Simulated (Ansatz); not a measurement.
**UB2PLYP/STO-3G run of AlH2O2 (SMILES [OH][Al][OH])**

Aim: the electronic atomisation energy of AlH2O2 at UB2PLYP/STO-3G, from 4 runs. 

The results are computed with Ansatz 0.2.0.

52 further runs of the same task are left out: 3 that didn't finish, 49 set aside as unsound or not needed.

### Step 1. The structure to begin with

AlH2O2: 5 atoms, total charge 0, spin state doublet. SMILES: `[OH][Al][OH]`. The coordinates come from a PBE0-D4/def2-TZVP relaxation. This is one conformer, not always the lowest.

Bond lengths: O1–Al2 1.696 Å, Al2–O3 1.703 Å, O1–H4 0.958 Å, O3–H5 0.956 Å. Angles: O1–Al2–O3 119.0°, Al2–O1–H4 122.5°, Al2–O3–H5 123.1°.

### Step 2. A single-point energy at UB2PLYP/STO-3G

run.yaml

```yaml
crystal:
  periodic: [false, false, false]
  atoms:
    - symbol: O
      position_ang: [-1.573500, -0.324600, -0.237500]
    - symbol: Al
      position_ang: [0.018500, -0.825100, 0.065000]
    - symbol: O
      position_ang: [1.249400, 0.348300, 0.160000]
    - symbol: H
      position_ang: [-1.809700, 0.595800, -0.359200]
    - symbol: H
      position_ang: [2.165100, 0.131800, 0.330400]
basis:
  gaussian: {orbitals: STO-3G}
magnetization: {spin_polarized: true, initial_magnetization: 1}
hamiltonian: {xc: {name: B2PLYP}}
correlation: {frozen_orbitals: {Al: 5, H: 0, O: 1}}
accuracy: high
```

Command:

```
$ ansatz run run.yaml --threads 1 --pin off --max-ram 2610MiB --events-out events.jsonl --progress --plain --runs-dir runs
```

The program printed:

```text
Warning: RAYON_NUM_THREADS=1 ignored (pool sized by the plan → 1); use --threads N
Functional definition: B2PLYP
  name "B2PLYP"
  parameter a = 0.53
  parameter c = 0.27
  exchange = (1 - a)*b88_x + a*exact_x
  correlation = (1 - c)*lyp_c + c*(mp2_os + mp2_ss)
380 factors; integrals over basis functions are off by at most 3.2e-8 eV
mean field evaluation 1: about -10572.1710 eV, gradient 2.2e1 eV
mean field evaluation 2: about -10572.1931 eV, gradient 2.2e1 eV
mean field evaluation 4: about -10575.7389 eV, gradient 1.2e0 eV
mean field evaluation 8: about -10575.7575 eV, gradient 6.2e-2 eV
mean field evaluation 16: about -10575.7577 eV, gradient 8.9e-6 eV
mean field -10575.75765779 eV, -388.6519254178 hartree, gradient 2.6e-8 eV, S^2 0.754217; 0 other end points of the search recorded, 0 dependent functions left out
7 core orbitals not correlated: weight in the atoms' cores, before any rotation towards them, 1.000 or more for the frozen orbitals, at most 0.000 for the correlated occupied ones
reference -10575.75767545 eV, -388.6519260666 hartree; 9, 8 occupied and 5, 6 virtual orbitals, 380 factors
second order -3.41043230 eV of doubles, -0.00000000 eV of singles
Total energy: -10576.67849217 eV, -388.6857654570 hartree
```

Run time: 2.4 s. Hardware: 1 thread of Arm Neoverse V1, shared host; peak memory 0.13 GiB.

### Step 3. The Al atom, same level

run.yaml

```yaml
crystal:
  periodic: [false, false, false]
  atoms:
    - {symbol: Al, position_ang: [0.000000, 0.000000, 0.000000]}
basis:
  gaussian:
    orbitals: STO-3G
magnetization:
  spin_polarized: true
  initial_magnetization: 1
hamiltonian:
  xc: {name: B2PLYP}
correlation:
  frozen_orbitals: {Al: 5}
accuracy: high
```

Run the same way, it converges to -239.20011 Eh (log not shown).

### Step 4. The H atom, same level

in.yaml

```yaml
crystal:
  periodic: [false, false, false]
  atoms:
    - {symbol: H, position_ang: [0.000000, 0.000000, 0.000000]}
basis:
  gaussian: {orbitals: STO-3G}
magnetization: {spin_polarized: true, initial_magnetization: 1}
hamiltonian: {xc: {name: B2PLYP}}
correlation: {frozen_orbitals: {H: 0}}
accuracy: high
```

Run the same way, it converges to -0.46478 Eh (log not shown).

### Step 5. The O atom

run.yaml

```yaml
crystal:
  periodic: [false, false, false]
  atoms:
    - symbol: O
      position_ang: [0.000000, 0.000000, 0.000000]
basis:
  gaussian:
    orbitals: STO-3G
magnetization:
  spin_polarized: true
  initial_magnetization: 2
hamiltonian:
  xc: {name: B2PLYP}
correlation:
  frozen_orbitals: {O: 1}
accuracy: high
```

Run the same way, it converges to -73.96694 Eh (log not shown).

### Step 6. Outcome

Level: UB2PLYP/STO-3G, 7 core orbitals frozen.

| quantity | value |
| --- | --- |
| molecule: total energy | -388.68577 Eh |
| molecule: ⟨S²⟩ | 0.754 |
| Al atom: total energy | -239.20011 Eh |
| Al atom: ⟨S²⟩ | 0.750 |
| H atom: total energy | -0.46478 Eh |
| H atom: ⟨S²⟩ | 0.750 |
| O atom: total energy | -73.96694 Eh |
| O atom: ⟨S²⟩ | 2.000 |
| electronic atomisation energy | 16.931 eV |

What this shows: Taking the molecule apart into free atoms costs 16.93 eV (390 kcal/mol), before zero-point energy and without spin-orbit coupling. In a minimal basis such a difference can be off by several eV, whatever the method.
